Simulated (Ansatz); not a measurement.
# TiTc: response to strain

Aim: deform TiTc (equal xy, yz and zx engineering shear strains of -1 %) and compute stress, forces and field gradients with LAPW, PAW and all-electron datasets made for the crystal.

Method: DFT PBEsol, scalar-relativistic, in Ansatz 0.2.0.

## Step 1: Starting point

Symmetry: Pm-3m, No. 221, cubic system. The conventional cell has a = 3.110 Å, b = 3.110 Å, c = 3.110 Å, α = 90.00°, β = 90.00°, γ = 90.00°. Ti (site symmetry m-3m) is surrounded by 8 Tc at 2.69 Å. Around Tc (site symmetry m-3m) lie 8 Ti at 2.69 Å.

Coordinates:

```xyz
2
Lattice="3.1100 0.0000 0.0000 0.0000 3.1100 0.0000 0.0000 0.0000 3.1100" Properties=species:S:1:pos:R:3 pbc="T T T"
Ti    1.5550    1.5550    1.5550
Tc    0.0000    0.0000    0.0000
```

Atoms are numbered in the order of the input: Ti1, Tc2.

## Step 2: The deformed structure

Space group Pm-3m before, R-3m after.

## Step 3: All-electron LAPW

Input file input.yaml:

```yaml
crystal:
  lattice:
    - [3.11, -0.01555, -0.01555]
    - [-0.01555, 3.11, -0.01555]
    - [-0.01555, -0.01555, 3.11]
  atoms:
    - { symbol: Ti, position: [0.5, 0.5, 0.5] }
    - { symbol: Tc, position: [0.0, 0.0, 0.0] }
kpoints:
  mp_grid: { grid: [12, 12, 12] }
  band_path:
    path:
      - [0.0, 0.0, 0.0]
      - [0.5, 0.0, 0.0]
      - [0.5, -0.5, 0.5]
      - [0.4901240068, -0.5098759932, 0.4901240068]
      - [0.4901240068, 0.4901240068, 0.4901240068]
      - [0.0, 0.0, 0.0]
      - [0.5, -0.5, 0.0]
    npoints: 5
scf:
  occupations: { method: fermi_dirac, width: 0.08 }
hamiltonian:
  xc: pbesol
  pseudopotentials: { kind: all_electron, lapw: { basis_error: 0.00025 } }
output:
  forces: true
  stress: true
  eigenvalues: true
```

Command:

```
$ ansatz run input.yaml --threads 1 --pin off --max-ram 3072MiB --backend cpu --events-out ev --progress --plain --runs-dir out
```

## Step 4: PAW with frozen cores

Input file input.yaml:

```yaml
crystal:
  lattice:
    - [3.11, -0.01555, -0.01555]
    - [-0.01555, 3.11, -0.01555]
    - [-0.01555, -0.01555, 3.11]
  atoms:
    - { symbol: Ti, position: [0.5, 0.5, 0.5] }
    - { symbol: Tc, position: [0.0, 0.0, 0.0] }
kpoints:
  mp_grid: { grid: [12, 12, 12] }
scf:
  occupations: { method: fermi_dirac, width: 0.08 }
hamiltonian:
  xc: pbesol
  pseudopotentials: { kind: paw }
output:
  forces: true
  stress: true
  eigenvalues: true
  efg: { contact_densities: true }
```

## Step 5: Datasets made for this crystal

input.yaml: that of step 4 with these lines changed.

```diff
@@ -14,3 +14,3 @@
   xc: pbesol
-  pseudopotentials: { kind: paw }
+  pseudopotentials: { kind: all_electron, datasets: crystal }
 output:
```

(Steps that only read results are left out.)

What does the calculation give? Wanted: pressure; largest shear or deviatoric stress.

The runs gave:

| quantity | value |
| --- | --- |
| pressure | LAPW -8.08, PAW -8.09, crystal datasets -8.07 GPa |
| largest shear or deviatoric stress (LAPW) | 0.58 GPa |

What this shows: The largest part of the stress beyond the pressure is 0.58 GPa in size; the atoms are carried along and not relaxed. No run of the undeformed cell stands beside it, so the pressure holds what the given cell had before the change. PAW: stress within 0.01 GPa of LAPW. Crystal datasets: stress within 0.01 GPa of LAPW.
